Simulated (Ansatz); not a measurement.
This script drives Ansatz's Python interface.

`hfru.py`:
```python
# -*- coding: utf-8 -*-
from collections import Counter
import warnings

import ansatz as az
import numpy as np
import pandas as pd
from scipy.spatial import ConvexHull

PHASES = {
    'HfRu Pm-3m': (
        [[3.233, 0.0, 0.0], [0.0, 3.233, 0.0], [0.0, 0.0, 3.233]],
        [
            ('Hf', [0.0, 0.0, 0.0]),
            ('Ru', [0.5, 0.5, 0.5]),
        ],
    ),
    'HfRu3 Pm-3m': (
        [[3.955773, 0.0, 0.0], [0.0, 3.955773, 0.0], [0.0, 0.0, 3.955773]],
        [
            ('Hf', [0.0, 0.0, 0.0]),
            ('Ru', [0.5, 0.5, 0.0]),
            ('Ru', [0.5, 0.0, 0.5]),
            ('Ru', [0.0, 0.5, 0.5]),
        ],
    ),
    'Hf': (
        [[3.1967, 0.0, 0.0], [-1.59835, 2.768423, 0.0], [0.0, 0.0, 5.0578]],
        [
            ('Hf', [1 / 3, 2 / 3, 0.25]),
            ('Hf', [2 / 3, 1 / 3, 0.75]),
        ],
    ),
    'Ru': (
        [[2.7058, 0.0, 0.0], [-1.3529, 2.343292, 0.0], [0.0, 0.0, 4.2819]],
        [
            ('Ru', [1 / 3, 2 / 3, 0.25]),
            ('Ru', [2 / 3, 1 / 3, 0.75]),
        ],
    ),
}


def build(vectors, sites):
    crystal = az.Crystal(lattice=az.Lattice.of(vectors))
    for symbol, position in sites:
        crystal = crystal.atom(symbol, position)
    return crystal


def solve(name, crystal):
    calc = crystal.calculation()
    calc = calc.functional('PBEsol')
    calc = calc.pseudopotentials('nc').kpoints(spacing=0.39)
    calc = calc.occupations('fermi_dirac', width=0.05)
    calc = calc.relax(force_tolerance=0.01, fix_cell=['shape'])
    return calc.run(threads=1, backend='cpu')


def counts(outcome):
    return Counter(site.symbol for site in outcome.lattice.sites)

def formation_energy(outcome, mu):
    n = counts(outcome)
    return (outcome.report['energy_sigma0_ev'] - sum(k * mu[element] for element, k in n.items())) / sum(n.values())

warnings.simplefilter('ignore')

phases = {name: build(*cell) for name, cell in PHASES.items()}

done = {}
for name, crystal in phases.items():
    done[name] = solve(name, crystal)
    print(f'{name}: {done[name].report["energy_sigma0_ev"]:.4f} eV, {len(done[name].lattice.sites)} atoms')

references = {'Hf': 'Hf', 'Ru': 'Ru'}
mu = {element: done[name].report['energy_sigma0_ev'] / len(done[name].lattice.sites) for element, name in references.items()}
points = sorted((counts(o)['Ru'] / len(o.lattice.sites), formation_energy(o, mu), name) for name, o in done.items())

xy = np.array([(x, e) for x, e, _ in points] + [(0.5, 10.0)])
hull = sorted(tuple(xy[i]) for i in ConvexHull(xy).vertices if xy[i, 1] < 5)
rows = [(name, x, e, e - np.interp(x, *zip(*hull))) for x, e, name in points]
print(pd.DataFrame(rows, columns=['phase', 'x(Ru)', 'E_form (eV/atom)', 'above hull (eV/atom)']).round(4).to_string(index=False))
print('on the hull of these phases:', ', '.join(row[0] for row in rows if row[3] < 1e-6))
```

It is started by `python hfru.py`. Estimate its wall time and peak memory on 1 thread of Arm Neoverse V1, with other jobs on the host.

It took about 58 s, with a peak of 0.55 GiB, for 4 runs of the engine.

```console
$ python hfru.py
HfRu Pm-3m: -4284.8237 eV, 2 atoms
HfRu3 Pm-3m: -9781.8478 eV, 4 atoms
Hf: -3068.4030 eV, 2 atoms
Ru: -5497.9455 eV, 2 atoms
      phase  x(Ru)  E_form (eV/atom)  above hull (eV/atom)
         Hf   0.00            0.0000                0.0000
 HfRu Pm-3m   0.50           -0.8247                0.0000
HfRu3 Pm-3m   0.75           -0.1820                0.2303
         Ru   1.00            0.0000                0.0000
on the hull of these phases: Hf, HfRu Pm-3m, Ru
```

These settings explore the input space; cutoff and mesh may be short of convergence. For the metals among these phases the mesh is modest: differences between phases can be off by up to 40 meV an atom. Atoms and volume are relaxed with the cell's shape held, which in cells of lower than cubic symmetry can hide stresses and shift volumes. Spin-orbit coupling, which matters for elements this heavy, is left out. The cells come from databases of deposited and of computed structures, and not all need be stable phases. Differences under about 40 meV an atom lie within the error of mesh and functional, so such verdicts may flip; only the cells listed enter the hull.
